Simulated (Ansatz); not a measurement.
# Ti: the cost of one run

Method: DFT LDA, scalar-relativistic, plane waves, PAW, in Ansatz 0.2.0.

26 further runs of the same task are left out: 26 set aside as unsound or not needed.

**1. The system as given**

Symmetry: Fm-3m, No. 225, cubic system. The conventional cell has a = 4.060 Å, b = 4.060 Å, c = 4.060 Å, α = 90.00°, β = 90.00°, γ = 90.00°. Around Ti (site symmetry m-3m) lie 12 Ti at 2.87 Å.

Coordinates:

```cif
data_structure
_symmetry_space_group_name_H-M 'Fm-3m'
_symmetry_Int_Tables_number 225
_cell_length_a 4.0600
_cell_length_b 4.0600
_cell_length_c 4.0600
_cell_angle_alpha 90.000
_cell_angle_beta 90.000
_cell_angle_gamma 90.000
_cell_volume 66.92
loop_
_atom_site_label
_atom_site_type_symbol
_atom_site_symmetry_multiplicity
_atom_site_Wyckoff_symbol
_atom_site_fract_x
_atom_site_fract_y
_atom_site_fract_z
_atom_site_occupancy
Ti1 Ti 4 a 0.00000 0.00000 0.00000 1
```

The structure comes from the Crystallography Open Database.

**5. Setting up the map**

The energy is mapped over volume and the cell's shape.

First coordinate, volume per atom: 7 values from 14.09 to 17.93 Å³. Second coordinate, c/a of the conventional cell: 9 values from 0.629 to 1.167.

Nothing else is relaxed (symmetry fixes all fractional coordinates). Energies count from the relaxed crystal. Points are written as (first, second).

(The set-up runs are not shown.)

**6. Point (17.93 Å³, 0.734)**

Contents of input.yaml:

```yaml
crystal:
  lattice:
    - [0.0, 2.3028088006, 1.6909525023]
    - [2.3028088006, 0.0, 1.6909525023]
    - [2.3028088006, 2.3028088006, 0.0]
  atoms:
    - { symbol: Ti, position: [0.0, 0.0, 0.0] }
basis:
  ecutwfc: 520.0
kpoints:
  mp_grid: { grid: [22, 22, 22] }
hamiltonian:
  xc: lda
  pseudopotentials: { kind: paw, azcp: { folder: soft_1 } }
scf:
  occupations: { method: gaussian, width: 0.15 }
output:
  forces: true
  stress: true
  eigenvalues: true
```

Started as:

```sh
$ ansatz run input.yaml --threads 1 --pin off --max-ram 2048MiB --backend cpu --events-out ev --progress --plain --runs-dir out
```

**Question.** How long does this run take on 1 thread of AMD EPYC 9R45 (Zen 5), shared host, and how much memory does it need?

About 3.9 s, with a peak of 0.53 GiB.
